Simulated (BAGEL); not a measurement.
# B3LYP/cc-pVDZ (density fitting with qzvpp-jkfit) run of CH5GaS (SMILES [CH3][GaH][SH])

Aim: the energy change on altering one bond length of CH5GaS at B3LYP/cc-pVDZ (density fitting with qzvpp-jkfit), from 2 runs. 

The calculation is run with BAGEL 1.2.2.

3 further runs of the same task are left out: 1 that didn't finish, 2 set aside as unsound or not needed.

## Step 1: The molecule

CH5GaS: 8 atoms, total charge 0, spin state singlet. SMILES: `[CH3][GaH][SH]`. Geometry: relaxed at PBE0-D4/def2-TZVP. This is one conformer, not always the lowest.

Bond lengths: C1–Ga2 1.960 Å, Ga2–S3 2.208 Å, C1–H4 1.093 Å, C1–H5 1.090 Å, C1–H6 1.093 Å, Ga2–H7 1.564 Å, S3–H8 1.343 Å. Angles: C1–Ga2–S3 119.9°, C1–Ga2–H7 126.4°, S3–Ga2–H7 113.7°, Ga2–C1–H4 110.0°, Ga2–C1–H5 112.0°, Ga2–C1–H6 109.8°, Ga2–S3–H8 95.1°, H4–C1–H5 108.8°, H4–C1–H6 107.4°, H5–C1–H6 108.7°.

## Step 2: The energy at B3LYP/cc-pVDZ (density fitting with qzvpp-jkfit)

Input file input.json:

```json
{ "bagel" : [

{
  "title" : "molecule",
  "basis" : "cc-pvdz.json",
  "df_basis" : "qzvpp-jkfit",
  "angstrom" : true,
  "geometry" : [
    { "atom" : "C", "xyz" : [   -0.822600,    0.630300,   -0.510700 ] },
    { "atom" : "Ga", "xyz" : [    0.973600,    0.037600,    0.003700 ] },
    { "atom" : "S", "xyz" : [    1.217500,   -1.725900,    1.309100 ] },
    { "atom" : "H", "xyz" : [   -0.967200,    1.675400,   -0.226100 ] },
    { "atom" : "H", "xyz" : [   -1.600900,    0.027200,   -0.042900 ] },
    { "atom" : "H", "xyz" : [   -0.936300,    0.569300,   -1.596000 ] },
    { "atom" : "H", "xyz" : [    2.326300,    0.695600,   -0.424400 ] },
    { "atom" : "H", "xyz" : [   -0.098200,   -1.966600,    1.431400 ] }
  ]
},
{
  "title" : "ks",
  "xc_func" : "b3lyp"
},
{
  "title" : "print",
  "file" : "orbitals.molden",
  "orbitals" : true
}

]}
```

The basis set cc-pVDZ is read from a file made from the Basis Set Exchange's data (not shown).

Launch:

```bash
BAGEL_NUM_THREADS=1 BAGEL input.json > input.out
```

What it wrote:

```text
* using 1 threads per process

  ===============================================================
  ===============================================================

  *** Geometry ***

  { "atom" : "C", "xyz" : [     -1.554489,      1.191094,     -0.965083 ] },
  { "atom" : "Ga", "xyz" : [      1.839837,      0.071054,      0.006992 ] },
  { "atom" : "S", "xyz" : [      2.300742,     -3.261478,      2.473840 ] },
  { "atom" : "H", "xyz" : [     -1.827743,      3.166047,     -0.427267 ] },
  { "atom" : "H", "xyz" : [     -3.025263,      0.051401,     -0.081069 ] },
  { "atom" : "H", "xyz" : [     -1.769351,      1.075821,     -3.016003 ] },
  { "atom" : "H", "xyz" : [      4.396070,      1.314493,     -0.802000 ] },
  { "atom" : "H", "xyz" : [     -0.185571,     -3.716335,      2.704954 ] },

  Number of auxiliary basis functions:      559

  Since a DF basis is specified, we compute 2- and 3-index integrals:
    o Being stored without compression. Storage requirement is 0.032 GB

  Number of basis functions:       84
  Number of electrons      :       58

    * METHOD: MOLECULE                             0.89

  *** Kohn-Sham DFT ***

    * Removing 13496 points whose weight is below 1.00e-10
    * Grid points: 105752

  === Nuclear Repulsion ===
   246.8899367676

       - DIIS with orbital gradients will be used.

  === KS iteration (b3lyp / cc-pvdz.json) ===
      0      -2343.51355991          0.07225312           0.80
      1      -2241.74000974          0.21552930           0.95
      2      -2340.33589336          0.07905022           1.02
      3      -2288.55514431          0.38744257           0.92
      4      -2335.16099094          0.14508034           0.78
      5      -2324.96551651          0.31504409           0.83
      6      -2335.92298433          0.26476478           1.09
      7      -2276.77569483          0.18686547           0.97
      8      -2336.03437497          0.09490947           0.94
      9      -2349.21108260          0.09325516           0.90
     10      -2363.55096390          0.03184949           0.90
     11      -2364.01900167          0.01774624           0.90
     12      -2364.17495233          0.00854647           0.99
     13      -2364.21714070          0.00367782           0.90
     14      -2364.22608143          0.00198178           0.95
     15      -2364.22985015          0.00033292           0.91
     16      -2364.22992860          0.00007693           1.03
     17      -2364.22993195          0.00002023           0.79
     18      -2364.22993216          0.00000748           0.95
     19      -2364.22993219          0.00000112           1.01
     20      -2364.22993219          0.00000053           0.91
     21      -2364.22993219          0.00000016           0.96
     22      -2364.22993219          0.00000007           1.00
     23      -2364.22993219          0.00000002           0.86
     24      -2364.22993219          0.00000000           0.88
    * SCF iteration converged.

    * Permanent dipole moment:
           (    0.642016,    -0.354538,     0.288453) a.u.

    * METHOD: KS                                  25.05

    * METHOD: PRINT                                0.02

  ===============================================================
```

It took 27 s on 1 thread of Intel Xeon at 2.50GHz (Skylake/Cascade Lake), shared host; peak memory 0.46 GiB.

## Step 3: The distorted shape at the same level

Input file input.json:

```json
{ "bagel": [

{
  "title": "molecule",
  "basis": "cc-pvdz.json",
  "df_basis": "qzvpp-jkfit",
  "angstrom": "true",
  "geometry": [
    { "atom": "C", "xyz": [   -0.625229,    0.666408,   -0.529047 ] },
    { "atom": "Ga", "xyz": [    1.170971,    0.073708,   -0.014647 ] },
    { "atom": "S", "xyz": [    1.414871,   -1.689792,    1.290753 ] },
    { "atom": "H", "xyz": [   -0.769829,    1.711508,   -0.244447 ] },
    { "atom": "H", "xyz": [   -1.403529,    0.063308,   -0.061247 ] },
    { "atom": "H", "xyz": [   -0.738929,    0.605408,   -1.614347 ] },
    { "atom": "H", "xyz": [    2.523671,    0.731708,   -0.442747 ] },
    { "atom": "H", "xyz": [   -0.098200,   -1.966600,    1.431400 ] }
  ]
},
{ "title": "ks", "xc_func": "b3lyp" },
{ "title": "print", "file": "orbitals.molden", "orbitals": "true" }

]}
```

The basis set cc-pVDZ is read from a file made from the Basis Set Exchange's data (not shown).

Launch:

```bash
BAGEL_NUM_THREADS=1 BAGEL input.json > input.out
```

What it wrote:

```text
* using 1 threads per process

  ===============================================================
  ===============================================================

  *** Geometry ***

  { "atom" : "C", "xyz" : [     -1.181512,      1.259329,     -0.999754 ] },
  { "atom" : "Ga", "xyz" : [      2.212814,      0.139288,     -0.027679 ] },
  { "atom" : "S", "xyz" : [      2.673719,     -3.193244,      2.439170 ] },
  { "atom" : "H", "xyz" : [     -1.454766,      3.234281,     -0.461938 ] },
  { "atom" : "H", "xyz" : [     -2.652285,      0.119635,     -0.115740 ] },
  { "atom" : "H", "xyz" : [     -1.396373,      1.144055,     -3.050674 ] },
  { "atom" : "H", "xyz" : [      4.769047,      1.382728,     -0.836671 ] },
  { "atom" : "H", "xyz" : [     -0.185571,     -3.716335,      2.704954 ] },

  Number of auxiliary basis functions:      559

  Since a DF basis is specified, we compute 2- and 3-index integrals:
    o Being stored without compression. Storage requirement is 0.032 GB

  Number of basis functions:       84
  Number of electrons      :       58

    * METHOD: MOLECULE                             0.84

  *** Kohn-Sham DFT ***

    * Removing 13329 points whose weight is below 1.00e-10
    * Grid points: 105919

  === Nuclear Repulsion ===
   245.8037920965

       - DIIS with orbital gradients will be used.

  === KS iteration (b3lyp / cc-pvdz.json) ===
      0      -2343.67119785          0.07154427           1.02
      1      -2241.86724691          0.20136670           1.01
      2      -2340.15748490          0.07770486           0.88
      3      -2304.66637892          0.29543697           0.88
      4      -2336.27071723          0.13156555           0.90
      5      -2332.59220530          0.26513875           0.93
      6      -2348.92306402          0.11855681           0.88
      7      -2296.85308095          0.19704781           0.82
      8      -2338.36393621          0.08905371           0.79
      9      -2353.54738962          0.10873450           0.87
     10      -2363.48209499          0.03047107           0.98
     11      -2364.14361662          0.01139827           0.97
     12      -2364.16678583          0.00755351           1.02
     13      -2364.21318001          0.00280715           0.80
     14      -2364.21777587          0.00094317           0.77
     15      -2364.21825247          0.00013761           0.77
     16      -2364.21826543          0.00004605           0.69
     17      -2364.21826668          0.00001082           0.77
     18      -2364.21826674          0.00000331           0.77
     19      -2364.21826675          0.00000150           0.90
     20      -2364.21826675          0.00000070           0.90
     21      -2364.21826675          0.00000011           0.89
     22      -2364.21826675          0.00000003           0.93
     23      -2364.21826675          0.00000001           0.92
    * SCF iteration converged.

    * Permanent dipole moment:
           (    0.611852,    -0.363649,     0.293950) a.u.

    * METHOD: KS                                  22.74

    * METHOD: PRINT                                0.02

  ===============================================================
```

Run time: 24 s. Hardware: 1 thread of Intel Xeon at 2.50GHz (Skylake/Cascade Lake), shared host; peak memory 0.46 GiB.

## Step 4: Summary of results

At B3LYP/cc-pVDZ (density fitting with qzvpp-jkfit):

| quantity | value |
| --- | --- |
| first shape: total energy | -2364.22993 Eh |
| first shape: dipole moment | 2.00 D |
| first shape: HOMO energy | -7.13 eV |
| first shape: LUMO energy | -1.20 eV |
| first shape: HOMO–LUMO gap | 5.94 eV |
| distorted shape: total energy | -2364.21827 Eh |
| distorted shape: dipole moment | 1.96 D |
| distorted shape: HOMO energy | -7.12 eV |
| distorted shape: LUMO energy | -1.19 eV |
| distorted shape: HOMO–LUMO gap | 5.93 eV |
| energy change with the S3–H8 bond stretched from 1.343 to 1.545 Å | 0.317 eV |

What this shows: With the S3–H8 bond stretched from 1.343 to 1.545 Å the energy rises by 0.32 eV (30.6 kJ/mol). The first shape isn't relaxed at this level, so the change isn't measured from a minimum.
